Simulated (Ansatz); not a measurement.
Working through a ladder of methods at one geometry of CH6F2Si2, SMILES FC[SiH](F)[SiH3]

Computed with the Python package of Ansatz (0.2.0).

Input file `ch6f2si2.xyz`:
```text
11

F    -2.04580   -0.06530   -0.75350
C    -1.39980    0.91120   -0.06040
Si    0.37330    0.70590   -0.37560
F     1.27010    1.83560    0.47590
Si    1.01140   -1.41060    0.32250
H    -1.74890    1.91310   -0.38490
H    -1.63190    0.79560    0.99930
H     0.78480    0.91640   -1.80740
H     0.34510   -2.44310   -0.42510
H     2.48170   -1.60710    0.24170
H     0.62530   -1.60880    1.78810
```

At the Python prompt:
```pycon
>>> from pathlib import Path
>>> import ansatz as az
>>> import numpy as np
>>> molecule = az.Crystal.molecule_from_extxyz("ch6f2si2.xyz")
>>> calculation = molecule.calculation().basis(gaussian="def2-SVP")
>>> print("functional    E (Ha)        dipole (D)   HOMO (eV)  LUMO (eV)")
functional    E (Ha)        dipole (D)   HOMO (eV)  LUMO (eV)
>>> for name in ["lda", "b3lyp", "r2scan0", "pbe0", "pbe", "blyp"]:
...     rep = calculation.functional(name).forces().orbitals().run(threads=1, runs_dir="runs").report
...     lines = Path(rep["orbitals_path"]).read_text().splitlines()
...     field_of = lambda key: [line.split("=")[1].strip() for line in lines if line.startswith(key)]
...     orbitals = [(27.211386 * float(e), s, float(n)) for e, s, n in zip(field_of("Ene="), field_of("Spin="), field_of("Occup="))]
...     homo = max(e for e, _, n in orbitals if n > 0.5)
...     lumo = min(e for e, _, n in orbitals if n < 0.5)
...     dipole = 4.803205 * np.linalg.norm(rep["charge_distribution"]["dipole_moment_e_ang"])
...     print(f"{name:10s} {rep['free_energy_ev'] / 27.211386246:14.6f} {dipole:9.3f} {homo:11.3f} {lumo:10.3f}")
...
lda           -816.040841     0.932      -7.020     -1.605
b3lyp         -820.084598     0.906      -8.032     -0.619
r2scan0       -819.841930     0.908      -8.492     -0.380
pbe0          -819.557611     0.918      -8.271     -0.498
pbe           -819.487727     0.951      -6.943     -1.369
blyp          -819.979647     0.937      -6.797     -1.140
```

Total energies depend on the basis set; only differences at equal settings carry meaning. The geometry is a force-field or estimated start, not a minimum of this method, and the basis set is short of its limit. A lower total doesn't mark the better method: functionals have no common bound, and MP2 and coupled cluster aren't variational. b3lyp holds the VWN-RPA fit, as in Gaussian; the form of ORCA and Turbomole is b3lyp5. Levels such as HOMO and LUMO are orbital energies: with these approximate functionals they aren't the ionisation energy and electron affinity, and their gap isn't the fundamental gap. Run time: 30 s on 1 thread of Arm Neoverse V1, with other jobs on the host, peak memory 0.31 GiB.
